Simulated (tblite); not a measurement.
# CH2Cl4Se: the cost of one run

Computed with tblite 0.8.0 and PySCF 2.14.0; each step states its level. No surroundings beyond the atoms listed, unless a continuum is named. Atoms count from 0, parts from 1.

## 1. Starting point

8 atoms, charge 0, multiplicity 1; geometry: rigid parts in contact. Parts: 1 = atoms 0–4, `ClC(Cl)(Cl)Cl`, charge 0; 2 = atoms 5–7, `[SeH2]`, charge 0.

## 2. Search for minima with GFN2-xTB

The job: settings as JSON, then the geometry in Å.

```
{"job": {"kind": "dock", "xc": "GFN2-xTB", "basis": "xTB"}, "charge": 0, "multiplicity": 1, "parts": [{"atoms": "0-4", "charge": 0, "multiplicity": 1}, {"atoms": "5-7", "charge": 0, "multiplicity": 1}]}
Cl     1.387754    -1.092714    -0.095658
C     -0.000023    -0.000012    -0.000024
Cl     0.560428     1.674889    -0.098715
Cl    -1.105181    -0.331898    -1.340483
Cl    -0.842978    -0.250266     1.534881
Se     1.160838    -1.258927     3.930210
H      0.856776     0.123837     3.682055
H      2.236225    -0.899397     4.813623
```

With the program's defaults for keys left out, this is: GFN2-xTB search for minima from random contacts, gas phase.

On the command line:

```console
$ OMP_NUM_THREADS=1 python cluster_run.py task.json out
```

The driver reads the jobs from task.json and runs them one after another.

Q: Estimate the wall time of this first job on 1 thread of Arm Neoverse N1, shared host.

About 3.8 s.
